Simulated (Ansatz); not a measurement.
# ClF2HSi + H2O: a complex and its separated parts, part 1 of 2

The complex below is one end of an elementary step. How strongly is it bound against its free parts?

Computed with Ansatz 0.2.0, Gaussian basis. Level: PBE0-D4/def2-TZVP structures, single points in def2-TZVPP, no counterpoise correction.

Levels: SPW92, PBE-D4, BLYP-D4, r2SCAN-D4, B97M-V, PBE0-D4, B3LYP-D4, r2SCAN0-D4, BHLYP-D4, CAM-B3LYP-D4, wB97X-V, wB97M-V, B2PLYP, PBE-QIDH, RPA on PBE, Hartree-Fock, MP2, CCSD, CCSD(T).

Cores are frozen in the correlated methods. B3LYP uses VWN-RPA correlation. B2PLYP carries no dispersion term here.

94 further runs of the same task are left out: 94 set aside as unsound or not needed.

## Step 1: Starting geometry

The complex: 8 atoms, charge 0, spin multiplicity 1.

Atoms are counted from 1 here; the program's logs count them from 0.

Bond lengths: Si1–Cl2 2.012 Å, Si1–F3 1.581 Å, Si1–F4 1.581 Å, Si1–H5 1.466 Å, H6–O7 0.960 Å, O7–H8 0.960 Å. Angles: Cl2–Si1–F3 111.0°, Cl2–Si1–F4 111.0°, Cl2–Si1–H5 110.3°, F3–Si1–F4 108.4°, F3–Si1–H5 108.0°, F4–Si1–H5 108.0°, H6–O7–H8 105.3°.

Geometry (Å):

```xyz
8
charge 0, multiplicity 1
Si   -0.6403   -0.4511   -0.9408
Cl    0.4654    0.8582   -1.9957
F     0.2797   -1.5074   -0.2075
F    -1.5124    0.2927    0.1483
H    -1.5497   -1.1806   -1.8302
H     1.4433    0.0229    1.6469
O     1.1375    0.8719    1.3183
H     0.3764    1.0934    1.8605
```

Its parts: ClF2HSi holds atoms 1, 2, 3, 4, 5; H2O holds atoms 6, 7, 8. Each part counts its atoms afresh in its own runs.

## Step 2: Relaxing ClF2HSi alone

relax-a/in.yaml reads:

```yaml
crystal:
  periodic: [false, false, false]
  atoms:
    - {symbol: Si, position_ang: [-0.640291, -0.451073, -0.940775]}
    - {symbol: Cl, position_ang: [0.465444, 0.858190, -1.995657]}
    - {symbol: F, position_ang: [0.279704, -1.507364, -0.207513]}
    - {symbol: F, position_ang: [-1.512386, 0.292684, 0.148291]}
    - {symbol: H, position_ang: [-1.549654, -1.180611, -1.830225]}
basis:
  gaussian: {orbitals: def2-TZVP}
hamiltonian: {xc: pbe0, dispersion: d4}
relax: {f_tol: 0.005, max_steps: 200}
```

Command:

```bash
$ ansatz run in.yaml --threads 4 --pin off --events-out ev --progress --plain --max-ram 9574MiB
```

Standard output, cut to the lines that bear on the results:

```text
Functional definition: PBE0
  name "PBE0"
  cite "Adamo & Barone, J. Chem. Phys. 110, 6158 (1999) doi:10.1063/1.478522"
  cite "Perdew, Burke & Ernzerhof, Phys. Rev. Lett. 77, 3865 (1996) doi:10.1103/PhysRevLett.77.3865"
  parent pbe
[...]
892 factors; their error is unknown
[...]
mean field -25845.89574211 eV, -949.8191495453 hartree, gradient 6.2e-5 eV, S^2 0.000000; 0 other end points of the search recorded, 0 dependent functions left out
[...]
reference -25845.89576522 eV, -949.8191503946 hartree; 25, 25 occupied and 117, 117 virtual orbitals, 892 factors
[...]
reference -25845.91054654 eV, -949.8196935980 hartree; 25, 25 occupied and 117, 117 virtual orbitals, 892 factors
Total energy: -25845.99799683 eV, -949.8229073369 hartree
Atom 0 at    -0.659317    -0.467887    -0.951648 Å, force     0.001164     0.001123     0.000187 eV/Å
Atom 1 at     0.470300     0.858129    -1.970732 Å, force    -0.000286    -0.000348     0.000321 eV/Å
Atom 2 at     0.288778    -1.484762    -0.207623 Å, force    -0.000205     0.000073     0.000034 eV/Å
Atom 3 at    -1.490002     0.301963     0.145524 Å, force     0.000074    -0.000207    -0.000022 eV/Å
Atom 4 at    -1.566942    -1.195616    -1.841401 Å, force    -0.000747    -0.000641    -0.000520 eV/Å
Dipole moment:    -0.114039    -0.072707    -0.206551 e Å
```

It took 10 s on 4 threads of Arm Neoverse V1, shared host.

Along the way:

| step | energy from step 1 (eV) | largest force component (eV/Å) |
| --- | --- | --- |
| 1 | 0.0000 | 0.4113 |
| 2 | -0.0131 | 0.1919 |
| 3 | -0.0146 | 0.0899 |
| 4 | -0.0148 | 0.0739 |
| 5 | -0.0150 | 0.0071 |
| 6 | -0.0150 | 0.0012 |

Close pairs (by a distance rule), those that changed most:

| bond | before (Å) | after (Å) | change (Å) |
| --- | --- | --- | --- |
| Si1–Cl2 | 2.012 | 2.018 | +0.006 |
| Si1–F3 | 1.581 | 1.577 | -0.004 |
| Si1–F4 | 1.581 | 1.577 | -0.004 |
| Si1–H5 | 1.466 | 1.465 | -0.002 |

## Step 3: Relaxing H2O alone

relax-b/in.yaml reads:

```yaml
crystal:
  periodic: [false, false, false]
  atoms:
    - {symbol: H, position_ang: [1.443302, 0.022940, 1.646932]}
    - {symbol: O, position_ang: [1.137451, 0.871865, 1.318324]}
    - {symbol: H, position_ang: [0.376428, 1.093369, 1.860525]}
basis:
  gaussian: {orbitals: def2-TZVP}
hamiltonian: {xc: pbe0, dispersion: d4}
relax: {f_tol: 0.005, max_steps: 200}
```

Command:

```bash
$ ansatz run in.yaml --threads 4 --pin off --events-out ev --progress --plain --max-ram 9574MiB
```

Standard output, cut to the lines that bear on the results:

```text
[... 5 set-up lines as earlier in the session ...]
[...]
239 factors; their error is unknown
[...]
mean field -2078.33301336 eV, -76.3773294964 hartree, gradient 1.2e-5 eV, S^2 0.000000; 0 other end points of the search recorded, 0 dependent functions left out
[...]
reference -2078.33309054 eV, -76.3773323326 hartree; 5, 5 occupied and 38, 38 virtual orbitals, 239 factors
Total energy: -2078.33734601 eV, -76.3774887181 hartree
Atom 0 at     1.442164     0.023878     1.647306 Å, force    -0.000656    -0.002235     0.002212 eV/Å
Atom 1 at     1.137622     0.872100     1.317997 Å, force     0.002429     0.003349    -0.004648 eV/Å
Atom 2 at     0.377395     1.092195     1.860478 Å, force    -0.001773    -0.001114     0.002436 eV/Å
Dipole moment:    -0.168050    -0.231644     0.321503 e Å
```

Run time: 0.55 s. Hardware: 4 threads of Arm Neoverse V1, shared host.

Relaxation path:

| step | energy from step 1 (eV) | largest force component (eV/Å) |
| --- | --- | --- |
| 1 | 0.0000 | 0.0390 |
| 2 | -0.0001 | 0.0086 |
| 3 | -0.0001 | 0.0046 |

Close pairs (by a distance rule), those that changed most:

| bond | before (Å) | after (Å) | change (Å) |
| --- | --- | --- | --- |
| O2–H3 | 0.960 | 0.960 | -0.001 |
| H1–O2 | 0.960 | 0.960 | -0.001 |

## Step 4: SPW92/def2-TZVPP

parta/in.yaml reads:

```yaml
crystal:
  periodic: [false, false, false]
  atoms:
    - {symbol: Si, position_ang: [-0.659317, -0.467887, -0.951648]}
    - {symbol: Cl, position_ang: [0.470300, 0.858129, -1.970732]}
    - {symbol: F, position_ang: [0.288778, -1.484762, -0.207623]}
    - {symbol: F, position_ang: [-1.490002, 0.301963, 0.145524]}
    - {symbol: H, position_ang: [-1.566942, -1.195616, -1.841401]}
basis:
  gaussian: {orbitals: def2-TZVPP}
hamiltonian: {xc: lda}
```

partb/in.yaml reads:

```yaml
crystal:
  periodic: [false, false, false]
  atoms:
    - {symbol: H, position_ang: [1.442164, 0.023878, 1.647306]}
    - {symbol: O, position_ang: [1.137622, 0.872100, 1.317997]}
    - {symbol: H, position_ang: [0.377395, 1.092195, 1.860478]}
basis:
  gaussian: {orbitals: def2-TZVPP}
hamiltonian: {xc: lda}
```

One command serves all of them, each in its own folder.

Command:

```bash
$ ansatz run in.yaml --threads 4 --pin off --events-out ev --progress --plain --max-ram 9574MiB
```

parta printed, cut to the lines that bear on the results:

```text
Functional definition: SPW92
  name "SPW92"
  cite "Dirac, Proc. Camb. Phil. Soc. 26, 376 (1930) doi:10.1017/S0305004100016108"
  cite "Slater, Phys. Rev. 81, 385 (1951) doi:10.1103/PhysRev.81.385"
  cite "Perdew & Wang, Phys. Rev. B 45, 13244 (1992) doi:10.1103/PhysRevB.45.13244"
[...]
953 factors; their error is unknown
[...]
mean field -25752.02755085 eV, -946.3695571427 hartree, gradient 4.5e-5 eV, S^2 0.000000; 0 other end points of the search recorded, 0 dependent functions left out
reference -25752.02758042 eV, -946.3695582290 hartree; 25, 25 occupied and 135, 135 virtual orbitals, 953 factors
Total energy: -25752.02758042 eV, -946.3695582290 hartree
```

Log of partb, cut to the lines that bear on the results:

```text
[... 5 set-up lines as earlier in the session ...]
[...]
269 factors; their error is unknown
[...]
mean field -2065.39688129 eV, -75.9019354113 hartree, gradient 5.3e-5 eV, S^2 0.000000; 0 other end points of the search recorded, 0 dependent functions left out
reference -2065.39690012 eV, -75.9019361032 hartree; 5, 5 occupied and 54, 54 virtual orbitals, 269 factors
Total energy: -2065.39690012 eV, -75.9019361032 hartree
```

Times: 0.55 s (parta), 0.2 s (partb) on 4 threads of Arm Neoverse V1, shared host.

## Step 5: PBE-D4/def2-TZVPP

The same edit goes into each in.yaml of step 4 (parta, partb):

```diff
-hamiltonian: {xc: lda}
+hamiltonian: {xc: pbe, dispersion: d4}
```

Each run has its own folder and the same command.

Command:

```bash
$ ansatz run in.yaml --threads 4 --pin off --events-out ev --progress --plain --max-ram 9574MiB
```

Log of parta, cut to the lines that bear on the results:

```text
Functional definition: PBE
  name "PBE"
[... 2 set-up lines as earlier in the session ...]
[...]
953 factors; their error is unknown
[...]
mean field -25844.12044549 eV, -949.7539085978 hartree, gradient 1.3e-5 eV, S^2 0.000000; 0 other end points of the search recorded, 0 dependent functions left out
reference -25844.12047736 eV, -949.7539097689 hartree; 25, 25 occupied and 135, 135 virtual orbitals, 953 factors
Total energy: -25844.22544653 eV, -949.7577673148 hartree
```

partb printed, cut to the lines that bear on the results:

```text
[... 4 set-up lines as earlier in the session ...]
[...]
269 factors; their error is unknown
[...]
mean field -2078.40748704 eV, -76.3800663535 hartree, gradient 4.4e-5 eV, S^2 0.000000; 0 other end points of the search recorded, 0 dependent functions left out
reference -2078.40750751 eV, -76.3800671057 hartree; 5, 5 occupied and 54, 54 virtual orbitals, 269 factors
Total energy: -2078.41282412 eV, -76.3802624875 hartree
```

Wall times: 0.95 s (parta), 0.2 s (partb) on 4 threads of Arm Neoverse V1, shared host.

## Step 6: BLYP-D4/def2-TZVPP

Each input of step 5 (parta, partb) changes in the same lines:

```diff
-hamiltonian: {xc: pbe, dispersion: d4}
+hamiltonian: {xc: {name: BLYP}, dispersion: d4}
```

Each run has its own folder and the same command.

Command:

```bash
$ ansatz run in.yaml --threads 4 --pin off --events-out ev --progress --plain --max-ram 9574MiB
```

Log of parta, cut to the lines that bear on the results:

```text
Functional definition: BLYP
  name "BLYP"
  cite "Becke, Phys. Rev. A 38, 3098 (1988) doi:10.1103/PhysRevA.38.3098"
  cite "Lee, Yang & Parr, Phys. Rev. B 37, 785 (1988) doi:10.1103/PhysRevB.37.785"
[...]
953 factors; their error is unknown
[...]
mean field -25858.00122273 eV, -950.2640177527 hartree, gradient 5.7e-5 eV, S^2 0.000000; 0 other end points of the search recorded, 0 dependent functions left out
reference -25858.00151360 eV, -950.2640284419 hartree; 25, 25 occupied and 135, 135 virtual orbitals, 953 factors
Total energy: -25858.23674971 eV, -950.2726732096 hartree
```

Output in partb, cut to the lines that bear on the results:

```text
[... 4 set-up lines as earlier in the session ...]
[...]
269 factors; their error is unknown
[...]
mean field -2080.27670355 eV, -76.4487587934 hartree, gradient 8.6e-5 eV, S^2 0.000000; 0 other end points of the search recorded, 0 dependent functions left out
reference -2080.27689310 eV, -76.4487657591 hartree; 5, 5 occupied and 54, 54 virtual orbitals, 269 factors
Total energy: -2080.28973443 eV, -76.4492376693 hartree
```

They took 1.1 s (parta), 0.25 s (partb) on 4 threads of Arm Neoverse V1, shared host.

## Step 7: r2SCAN-D4/def2-TZVPP

Each input of step 6 (parta, partb) changes in the same lines:

```diff
-hamiltonian: {xc: {name: BLYP}, dispersion: d4}
+hamiltonian: {xc: r2scan, dispersion: d4}
```

The same command starts each run, in its folder.

Command:

```bash
$ ansatz run in.yaml --threads 4 --pin off --events-out ev --progress --plain --max-ram 9574MiB
```

Log of parta, cut to the lines that bear on the results:

```text
Functional definition: r2SCAN
  name "r2SCAN"
  cite "Furness, Kaplan, Ning, Perdew & Sun, J. Phys. Chem. Lett. 11, 8208 (2020) doi:10.1021/acs.jpclett.0c02405"
  cite "Furness, Kaplan, Ning, Perdew & Sun, J. Phys. Chem. Lett. 11, 9248 (2020) doi:10.1021/acs.jpclett.0c03077"
  parent r2scan
[...]
953 factors; their error is unknown
[...]
mean field -25854.89885987 eV, -950.1500080202 hartree, gradient 5.9e-5 eV, S^2 0.000000; 0 other end points of the search recorded, 0 dependent functions left out
reference -25854.89886817 eV, -950.1500083254 hartree; 25, 25 occupied and 135, 135 virtual orbitals, 953 factors
Total energy: -25854.92177936 eV, -950.1508502960 hartree
```

partb printed, cut to the lines that bear on the results:

```text
[... 5 set-up lines as earlier in the session ...]
[...]
269 factors; their error is unknown
[...]
mean field -2079.58111477 eV, -76.4231963773 hartree, gradient 8.5e-5 eV, S^2 0.000000; 0 other end points of the search recorded, 0 dependent functions left out
reference -2079.58111998 eV, -76.4231965685 hartree; 5, 5 occupied and 54, 54 virtual orbitals, 269 factors
Total energy: -2079.58239240 eV, -76.4232433290 hartree
```

Times: 2.2 s (parta), 0.5 s (partb) on 4 threads of Arm Neoverse V1, shared host.

## Step 8: B97M-V/def2-TZVPP

Each input of step 7 (parta, partb) changes in the same lines:

```diff
-hamiltonian: {xc: r2scan, dispersion: d4}
+hamiltonian: {xc: {name: B97M-V}}
```

One command serves all of them, each in its own folder.

Command:

```bash
$ ansatz run in.yaml --threads 4 --pin off --events-out ev --progress --plain --max-ram 9574MiB
```

Output in parta, cut to the lines that bear on the results:

```text
Functional definition: B97M-V
  name "B97M-V"
  cite "Mardirossian & Head-Gordon, J. Chem. Phys. 142, 074111 (2015) doi:10.1063/1.4907719"
  cite "Becke, J. Chem. Phys. 107, 8554 (1997) doi:10.1063/1.475007"
  cite "Vydrov & Van Voorhis, J. Chem. Phys. 133, 244103 (2010) doi:10.1063/1.3521275"
  # Of w^i u^j: cxij and so on, Table III.
[...]
  gx(w, u) = cx00 + cx01*u + cx02*u^2 + (cx10 + cx11*u)*w
[...]
  gos(w, u) = cos00 + cos01*u + cos03*u^3 + cos10*w + cos32*w^3*u^2
[...]
      + integral(e_c_pw_mod_opposite_spin*gos(b97_w_opposite, b97_u_opposite)) + vv10(b, c)
953 factors; their error is unknown
[...]
mean field -25851.36812366 eV, -950.0202558578 hartree, gradient 7.0e-5 eV, S^2 0.000000; 0 other end points of the search recorded, 0 dependent functions left out
reference -25851.36816812 eV, -950.0202574916 hartree; 25, 25 occupied and 135, 135 virtual orbitals, 953 factors
Total energy: -25851.36816812 eV, -950.0202574916 hartree
```

Output in partb, cut to the lines that bear on the results:

```text
[... 5 set-up lines as earlier in the session ...]
  # Of w^i u^j: cxij and so on, Table III.
[...]
  gx(w, u) = cx00 + cx01*u + cx02*u^2 + (cx10 + cx11*u)*w
[...]
  gos(w, u) = cos00 + cos01*u + cos03*u^3 + cos10*w + cos32*w^3*u^2
[...]
      + integral(e_c_pw_mod_opposite_spin*gos(b97_w_opposite, b97_u_opposite)) + vv10(b, c)
269 factors; their error is unknown
[...]
mean field -2079.93549220 eV, -76.4362195073 hartree, gradient 2.9e-5 eV, S^2 0.000000; 0 other end points of the search recorded, 0 dependent functions left out
reference -2079.93551901 eV, -76.4362204926 hartree; 5, 5 occupied and 54, 54 virtual orbitals, 269 factors
Total energy: -2079.93551901 eV, -76.4362204926 hartree
```

They took 3.6 s (parta), 0.5 s (partb) on 4 threads of Arm Neoverse V1, shared host.

## Step 9: PBE0-D4/def2-TZVPP

Each input of step 8 (parta, partb) changes in the same lines:

```diff
-hamiltonian: {xc: {name: B97M-V}}
+hamiltonian: {xc: pbe0, dispersion: d4}
+output: {orbitals: {seedname: orbitals}}
```

Each run has its own folder and the same command.

Command:

```bash
$ ansatz run in.yaml --threads 4 --pin off --events-out ev --progress --plain --max-ram 9574MiB
```

Log of parta, cut to the lines that bear on the results:

```text
[... 5 set-up lines as earlier in the session ...]
[...]
987 factors; their error is unknown
[...]
mean field -25845.92065286 eV, -949.8200649982 hartree, gradient 4.5e-5 eV, S^2 0.000000; 0 other end points of the search recorded, 0 dependent functions left out
reference -25845.92067604 eV, -949.8200658503 hartree; 25, 25 occupied and 135, 135 virtual orbitals, 987 factors
Total energy: -25846.00812633 eV, -949.8232795892 hartree
```

partb printed, cut to the lines that bear on the results:

```text
[... 5 set-up lines as earlier in the session ...]
[...]
269 factors; their error is unknown
[...]
mean field -2078.42781754 eV, -76.3808134856 hartree, gradient 1.2e-5 eV, S^2 0.000000; 0 other end points of the search recorded, 0 dependent functions left out
reference -2078.42783204 eV, -76.3808140185 hartree; 5, 5 occupied and 54, 54 virtual orbitals, 269 factors
Total energy: -2078.43208751 eV, -76.3809704040 hartree
```

They took 1.8 s (parta), 0.2 s (partb) on 4 threads of Arm Neoverse V1, shared host.

## Step 10: B3LYP-D4/def2-TZVPP

Each input of step 9 (parta, partb) changes in the same lines:

```diff
-hamiltonian: {xc: pbe0, dispersion: d4}
-output: {orbitals: {seedname: orbitals}}
+hamiltonian: {xc: {name: B3LYP}, dispersion: d4}
```

Each run has its own folder and the same command.

Command:

```bash
$ ansatz run in.yaml --threads 4 --pin off --events-out ev --progress --plain --max-ram 9574MiB
```

Output in parta, cut to the lines that bear on the results:

```text
Functional definition: B3LYP
  name "B3LYP"
  cite "Stephens, Devlin, Chabalowski & Frisch, J. Phys. Chem. 98, 11623 (1994) doi:10.1021/j100096a001"
[... 2 set-up lines as earlier in the session ...]
  cite "Vosko, Wilk & Nusair, Can. J. Phys. 58, 1200 (1980) doi:10.1139/p80-159"
[...]
975 factors; their error is unknown
[...]
mean field -25859.51071086 eV, -950.3194904181 hartree, gradient 5.1e-5 eV, S^2 0.000000; 0 other end points of the search recorded, 0 dependent functions left out
reference -25859.51092530 eV, -950.3194982988 hartree; 25, 25 occupied and 135, 135 virtual orbitals, 975 factors
Total energy: -25859.68345234 eV, -950.3258385505 hartree
```

partb printed, cut to the lines that bear on the results:

```text
[... 6 set-up lines as earlier in the session ...]
[...]
269 factors; their error is unknown
[...]
mean field -2080.76394802 eV, -76.4666646973 hartree, gradient 1.1e-5 eV, S^2 0.000000; 0 other end points of the search recorded, 0 dependent functions left out
reference -2080.76408637 eV, -76.4666697815 hartree; 5, 5 occupied and 54, 54 virtual orbitals, 269 factors
Total energy: -2080.77251172 eV, -76.4669794074 hartree
```

They took 1.9 s (parta), 0.2 s (partb) on 4 threads of Arm Neoverse V1, shared host.

## Step 11: r2SCAN0-D4/def2-TZVPP

Each input of step 10 (parta, partb) changes in the same lines:

```diff
-hamiltonian: {xc: {name: B3LYP}, dispersion: d4}
+hamiltonian: {xc: {name: r2SCAN0}, dispersion: d4}
```

Each run has its own folder and the same command.

Command:

```bash
$ ansatz run in.yaml --threads 4 --pin off --events-out ev --progress --plain --max-ram 9574MiB
```

Output in parta, cut to the lines that bear on the results:

```text
Functional definition: r2SCAN0
  name "r2SCAN0"
  cite "Bursch, Neugebauer, Ehlert & Grimme, J. Chem. Phys. 156, 134105 (2022) doi:10.1063/5.0086040"
[... 3 set-up lines as earlier in the session ...]
[...]
987 factors; their error is unknown
[...]
mean field -25853.99971254 eV, -950.1169649653 hartree, gradient 4.9e-5 eV, S^2 0.000000; 0 other end points of the search recorded, 0 dependent functions left out
reference -25853.99971901 eV, -950.1169652034 hartree; 25, 25 occupied and 135, 135 virtual orbitals, 987 factors
Total energy: -25854.02726103 eV, -950.1179773538 hartree
```

Output in partb, cut to the lines that bear on the results:

```text
[... 6 set-up lines as earlier in the session ...]
[...]
269 factors; their error is unknown
[...]
mean field -2079.27473504 eV, -76.4119371296 hartree, gradient 2.0e-5 eV, S^2 0.000000; 0 other end points of the search recorded, 0 dependent functions left out
reference -2079.27473914 eV, -76.4119372803 hartree; 5, 5 occupied and 54, 54 virtual orbitals, 269 factors
Total energy: -2079.27614317 eV, -76.4119888776 hartree
```

Times: 3.1 s (parta), 0.5 s (partb) on 4 threads of Arm Neoverse V1, shared host.

## Step 12: BHLYP-D4/def2-TZVPP

The same edit goes into each in.yaml of step 11 (parta, partb):

```diff
-hamiltonian: {xc: {name: r2SCAN0}, dispersion: d4}
+hamiltonian: {xc: {name: BHLYP}, dispersion: d4}
```

The same command starts each run, in its folder.

Command:

```bash
$ ansatz run in.yaml --threads 4 --pin off --events-out ev --progress --plain --max-ram 9574MiB
```

Output in parta, cut to the lines that bear on the results:

```text
Functional definition: BHLYP
  name "BHLYP"
  cite "Becke, J. Chem. Phys. 98, 1372 (1993) doi:10.1063/1.464304"
[... 2 set-up lines as earlier in the session ...]
[...]
1063 factors; their error is unknown
[...]
mean field -25856.77979312 eV, -950.2191310422 hartree, gradient 8.1e-5 eV, S^2 0.000000; 0 other end points of the search recorded, 0 dependent functions left out
reference -25856.77993728 eV, -950.2191363400 hartree; 25, 25 occupied and 135, 135 virtual orbitals, 1063 factors
Total energy: -25856.91679378 eV, -950.2241657236 hartree
```

partb printed, cut to the lines that bear on the results:

```text
[... 5 set-up lines as earlier in the session ...]
[...]
295 factors; their error is unknown
[...]
mean field -2079.57898208 eV, -76.4231180021 hartree, gradient 2.0e-5 eV, S^2 0.000000; 0 other end points of the search recorded, 0 dependent functions left out
reference -2079.57907286 eV, -76.4231213383 hartree; 5, 5 occupied and 54, 54 virtual orbitals, 295 factors
Total energy: -2079.58402426 eV, -76.4233032989 hartree
```

They took 1.7 s (parta), 0.2 s (partb) on 4 threads of Arm Neoverse V1, shared host.

(Continued in part 2 of 2.)
